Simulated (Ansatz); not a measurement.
# ScPd: how the settings move a single-point run

Aim: see which settings change the result for ScPd, by how much, and at what cost.

Computed with Ansatz 0.2.0 (reference: DFT, PBEsol, all-electron LAPW, scalar-relativistic, unless a step's input says otherwise).

## Step 1: The system as given

The structure is cubic, space group Pm-3m (No. 221). Conventional cell: a = 3.299 Å, b = 3.299 Å, c = 3.299 Å, α = 90.00°, β = 90.00°, γ = 90.00°. Around Sc (site symmetry m-3m) lie 8 Pd at 2.86 Å. Pd (site symmetry m-3m) has 8 Sc at 2.86 Å as nearest neighbours.

Structure file:

```
Sc Pd
1.0
     3.29947    0.00000    0.00000
     0.00000    3.29947    0.00000
     0.00000    0.00000    3.29947
Sc Pd
1 1
Direct
  0.50000 0.50000 0.50000
  0.00000 0.00000 0.00000
```

## Step 2: Reference

Input file input.yaml:

```yaml
crystal:
  lattice:
    - [3.2994663, 0.0, 0.0]
    - [0.0, 3.2994663, 0.0]
    - [0.0, 0.0, 3.2994663]
  atoms:
    - { symbol: Sc, position: [0.5, 0.5, 0.5] }
    - { symbol: Pd, position: [0.0, 0.0, 0.0] }
kpoints:
  mp_grid: { grid: [11, 11, 11] }
  band_path:
    path:
      - [0.0, 0.0, 0.0]
      - [0.0, 0.5, 0.0]
      - [0.5, 0.5, 0.0]
      - [0.0, 0.0, 0.0]
      - [0.5, 0.5, 0.5]
      - [0.0, 0.5, 0.0]
      - [0.5, 0.5, 0.5]
      - [0.5, 0.5, 0.0]
    npoints: 14
scf:
  occupations: { method: fermi_dirac, width: 0.05 }
hamiltonian:
  xc: pbesol
  pseudopotentials: { kind: all_electron, lapw: { basis_error: 0.001 } }
output:
  forces: true
  stress: true
  eigenvalues: true
  populations: true
```

Started as:

```bash
ansatz run input.yaml --threads 1 --pin off --max-ram 2048MiB --backend cpu --events-out ev --progress --plain --runs-dir out
```

## Step 3: Changing settings: mp_grid.grid [6, 6, 6], mixing.algorithm broyden, mixing.beta 0.9, mixing.ndim 16

input.yaml: that of step 2 with these lines changed.

```diff
@@ -9,3 +9,3 @@
 kpoints:
-  mp_grid: { grid: [11, 11, 11] }
+  mp_grid: { grid: [6, 6, 6] }
   band_path:
@@ -23,2 +23,3 @@
   occupations: { method: fermi_dirac, width: 0.05 }
+  mixing: { algorithm: broyden, beta: 0.9, ndim: 16 }
 hamiltonian:
```

Before running it: what results should come out? Wanted: for each run, ending; energy change; pressure; gap; force.

**Answer**, as computed:

```
                                                                                 run     ending   energy change  pressure (GPa)  gap (eV)  force (eV/Å)  cycles  time
                                                                           reference  converged               0            -3.7      0.00          0.00      10  22 s
1: mp_grid.grid [6, 6, 6], mixing.algorithm broyden, mixing.beta 0.9, mixing.ndim 16  converged  -26.5 meV/atom            -4.0      0.00          0.00      11  13 s
```

Residual by cycle in the longest SCF loop of each run; runs are numbered as in the table. The quantity is the density residual dr2, in eV.

```
cycle  reference   run 1
    1       9.41    9.19
    2       5.65    12.4
    3       2.15     5.8
    4      0.221    1.98
    5     0.0242  0.0819
    6     1.1e-4  0.0532
    7     4.1e-4  0.0273
    8     7.2e-5  3.3e-4
    9     7.4e-6  1.3e-6
   10     3.2e-8  6.3e-7
   11          -  2.2e-9
```

What this shows: Changing the k-point mesh and mixing moves the energy by -26.5 meV/atom, and the pressure goes from -3.7 to -4.0 GPa. The energy is not variational in the mesh, so the sign tells nothing. Of the settings changed, the mesh is the one that moves energies this far. Cost: 11 SCF cycles against 10, 13 s against 22 s.
